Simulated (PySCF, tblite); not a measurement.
# C₆H₁₂OP₂: geometry, infrared bands and NMR shifts

What infrared bands and NMR shifts should C₆H₁₂OP₂ (`COCPC#CP(C)C`) show?

The runs use tblite 0.8.0 and PySCF 2.14.0, with density-fitted response routines of our own; the level of theory stands in each step. All values are computed, except where a source is named. Atoms count from 0, in the outputs and in this text.

## (1) The starting structure

21 atoms, charge 0, multiplicity 1; geometry from: force field or distance geometry start.

Bonds of the start (Å): C0–O1 1.44, O1–C2 1.42, C2–P3 1.87, P3–C4 1.84, C4–C5 1.20, C5–P6 1.83, P6–C7 1.83, P6–C8 1.83, C0–H9 1.08, C0–H10 1.10, C0–H11 1.10, C2–H12 1.10, C2–H13 1.10, P3–H14 1.41, C7–H15 1.09, C7–H16 1.10, C7–H17 1.10, C8–H18 1.10, C8–H19 1.10, C8–H20 1.09.

## (2) Relaxing the molecule with GFN2-xTB

Job settings and geometry (Å):

```
{"job": {"kind": "relax", "xc": "GFN2-xTB", "basis": "xTB"}, "charge": 0, "multiplicity": 1}
C      4.803900    -0.196300     0.497500
O      3.956300    -0.067700    -0.655400
C      2.596100     0.085000    -0.277600
P      1.412000     0.301200    -1.714000
C     -0.169400     0.117200    -0.788100
C     -1.204100     0.002500    -0.195800
P     -2.771200    -0.169000     0.724300
C     -3.705600    -1.194700    -0.463900
C     -3.512000     1.464000     0.372200
H      5.823500    -0.317100     0.164500
H      4.731900     0.707000     1.113000
H      4.510500    -1.075200     1.088700
H      2.272900    -0.788300     0.308000
H      2.497500     0.973600     0.355400
H      1.526100    -1.016600    -2.199100
H     -3.691900    -0.775300    -1.464900
H     -4.756700    -1.276800    -0.154300
H     -3.297000    -2.215900    -0.512900
H     -4.555700     1.497200     0.721500
H     -2.964200     2.259200     0.899400
H     -3.511800     1.702800    -0.694600
```

Started as:

```bash
$ OMP_NUM_THREADS=1 python probes_run.py task.json out
```

This one command runs all jobs of the session in turn.

**Question.** This job is followed by: GFN2-xTB harmonic vibrations, gas phase; GIAO PBE0/pcSseg-1 NMR shielding, non-relativistic, gas phase. Predict these results of the whole session: strongest single infrared mode (GFN2-xTB); zero-point energy (GFN2-xTB); 13C shifts against TMS (PBE0/pcSseg-1, means over atoms taken as alike); 1H shifts against TMS (PBE0/pcSseg-1, means over atoms taken as alike); 17O shifts against H2O (PBE0/pcSseg-1); 31P shifts against H3PO4 (PBE0/pcSseg-1).

As calculated:

```
                                                               quantity                               value
                              strongest single infrared mode (GFN2-xTB)               2232 cm⁻¹, 141 km/mol
                                           zero-point energy (GFN2-xTB)                      101.0 kcal/mol
13C shifts against TMS (PBE0/pcSseg-1, means over atoms taken as alike)  117.9, 106.0, 73.7, 63.4, 19.1 ppm
 1H shifts against TMS (PBE0/pcSseg-1, means over atoms taken as alike)          4.36, 3.96, 3.53, 1.26 ppm
                                 17O shifts against H2O (PBE0/pcSseg-1)                            19.2 ppm
                               31P shifts against H3PO4 (PBE0/pcSseg-1)                   -93.6, -141.7 ppm
```

In words: Over 85 steps the energy fell by 0.295 eV; of the close pairs, P3–C4 changed most, 1.842 to 1.765 Å. All 57 modes are real, so the xTB geometry is a minimum. The strongest single mode, at 2232 cm⁻¹, moves mainly H14. GFN2-xTB is a fitted tight-binding method: band positions and strengths are rough. Its intensities can rank the bands wrongly. At PBE0/pcSseg-1: The widest tensor belongs to C5: span 295 ppm, with a paramagnetic part of -210 ppm.
